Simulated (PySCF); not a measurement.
# Cl2Gd (Gd(Cl)2+): the cost of one run

The runs use PySCF 2.14.0; PBE0, Gd lcecp-1-SVP with ECP53, Cl def2-SVP; scalar-relativistic core potentials, no spin–orbit coupling.

1 further run of the same task is left out (for a known fault of the program).

## (1) The starting structure

3 atoms, charge 1, spin multiplicity 1.

Bond lengths: Gd1–Cl2 2.634 Å, Gd1–Cl3 2.634 Å. Angles: Cl2–Gd1–Cl3 131.8°.

Coordinates:

```xyz
3
Cl2Gd
Gd    0.0000    0.0000    0.0000
Cl    2.4044    0.0000    1.0760
Cl   -2.4044    0.0000    1.0760
```

Formal oxidation states: Gd +3. Each metal's 7 4f electrons lie in its core potential, so multiplicities, spins and levels count the valence alone.

## (2) SCF at the start, singlet

Contents of run.py (the lines that set the calculation):

```python
mol = gto.M(atom='''
Gd     0.00000     0.00000     0.00000
Cl     2.40440     0.00000     1.07600
Cl    -2.40440     0.00000     1.07600''',
    basis={'Gd': 'lcecp-1-SVP', 'Cl': 'def2-SVP'},
    ecp={'Gd': 'lcecp-1-SVP'},
    charge=1, spin=0)
mf = dft.RKS(mol, xc='PBE0')
mf.grids.atom_grid = (50, 194)  # f atoms: unpruned, at least (60, 302)
mf = mf.density_fit()  # fitting sets: Gd AutoAux, Cl def2-universal-JKFIT
mf.conv_tol = 1e-08; mf.max_cycle = 55
mf.kernel(dm0)  # dm0: free metal ions and neutral atoms
```

On the command line:

```console
$ OMP_NUM_THREADS=2 python run.py
```

What time and memory should one allow on 2 threads of AMD EPYC 7R43 (Zen 3), shared host?

About 3.7 s, with a peak of 0.31 GiB.
